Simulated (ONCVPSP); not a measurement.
# Chromium: generating and testing an ONCV potential

Do these settings give a usable potential? It is generated, then checked for transferability, scattering, ghosts and hardness.

Program: ONCVPSP 4.0.1. Reference atom: PW91, scalar-relativistic, spherical and spin-unpolarised. All values are calculated.

### Step 1. Starting point

The settings as typed:

* element: chromium (Cr, Z = 24)
* type: optimised norm-conserving Vanderbilt (ONCV)
* frozen core: [Ne]
* valence charge: 14
* reference configuration: 3s2 3p6 3d5 4p1
* partial waves: 3s: rc 1.20 bohr, ncon 4, nbas 8, qcut 9 1/bohr, 2 projectors, debl 1.2 Ha; 3p+4p: rc 1.85 bohr, ncon 3, nbas 7, qcut 7.7 1/bohr, 2 projectors; 3d: rc 2.20 bohr, ncon 4, nbas 9, qcut 6.1 1/bohr, 2 projectors, debl 1.7 Ha
* local potential: polynomial inside 1.10 bohr (lpopt 3, dvloc0 1 Ha)
* core correction: Teter function, fcfact 5.25, rcfact 1.6

### Step 2. The generation run

Contents of Cr.dat:

```
# ATOM AND REFERENCE CONFIGURATION
# atsym  z   nc   nv     iexc    psfile
  Cr 24.00    3    4  -109134      upf
#
#   n    l    f
    1    0    2.00
    2    0    2.00
    2    1    6.00
    3    0    2.00
    3    1    6.00
    3    2    5.00
    4    1    1.00
#
# PSEUDOPOTENTIAL AND OPTIMIZATION
# lmax
    2
#
#   l,   rc,      ep,       ncon, nbas, qcut
    0    1.20    0.00    4    8    9.00
    1    1.85    0.00    3    7    7.70
    2    2.20    0.00    4    9    6.10
#
# LOCAL POTENTIAL
# lloc, lpopt,  rc(5),   dvloc0
    4    3    1.10    1.00
#
# VANDERBILT-KLEINMAN-BYLANDER PROJECTORs
# l, nproj, debl
    0    2    1.20
    1    2    1.10
    2    2    1.70
#
# MODEL CORE CHARGE
# icmod, fcfact, rcfact
    3    5.25    1.60
#
# LOG DERIVATIVE ANALYSIS
# epsh1, epsh2, depsh
   -4.00    5.00    0.02
#
# OUTPUT GRID
# rlmax, drl
    6.00    0.01
#
# TEST CONFIGURATIONS
# ncnf
    4
# nvcnf
#   n    l    f
    5
    3    0    2.00
    3    1    6.00
    3    2    5.00
    4    1    0.00
    4    0    1.00
#
    4
    3    0    2.00
    3    1    6.00
    3    2    5.00
    4    1    0.00
#
    4
    3    0    2.00
    3    1    6.00
    3    2    4.00
    4    1    0.00
#
    5
    3    0    1.00
    3    1    6.00
    3    2    5.00
    4    1    0.00
    4    0    1.00
#
```

On the command line:

```console
$ oncvpsp.x < Cr.dat > Cr.out
```

What does the calculation give? Wanted: cutoffs for 1 and 0.1 mHa per electron, occupied waves; bound ghosts; GHOST(+) flags; largest test error; largest phase difference near zero energy, channels read; rms error of d²Exc/dn², without and with the model core; projector energies reset by the program.

The runs gave:

| quantity | value |
| --- | --- |
| cutoffs for 1 and 0.1 mHa per electron, occupied waves | 32 Ha and 39 Ha |
| bound ghosts | none found |
| GHOST(+) flags | s at 904 eV |
| largest test error (AE − PS) | -596 meV, for 3s1 3p6 3d5 4s1 4p0 |
| largest phase difference near zero energy, channels read | 0.001 rad |
| rms error of d²Exc/dn², without and with the model core | 2.84 and 2.56 mHa |
| projector energies reset by the program | s: -2.770, 0.250 Ha |

What this shows: By total energies transferability is poor: the largest error is 596 meV on 77.1 eV, for 3s1 3p6 3d5 4s1 4p0. That test lies far up in energy; among those under 40 eV, nearer to bonding, the largest error is 70 meV. The potential is of middling hardness: the looser tolerance needs 32 Ha. At the looser tolerance the 3s wave is the slowest; 3p needs 20 Ha. The program's ghost test flags no bound state. Near zero energy the phases of the channels with partial waves agree within 0.001 rad. The program also flags highly localised states, GHOST(+) (s). These are tests on the free atom; a crystal test is still owed.
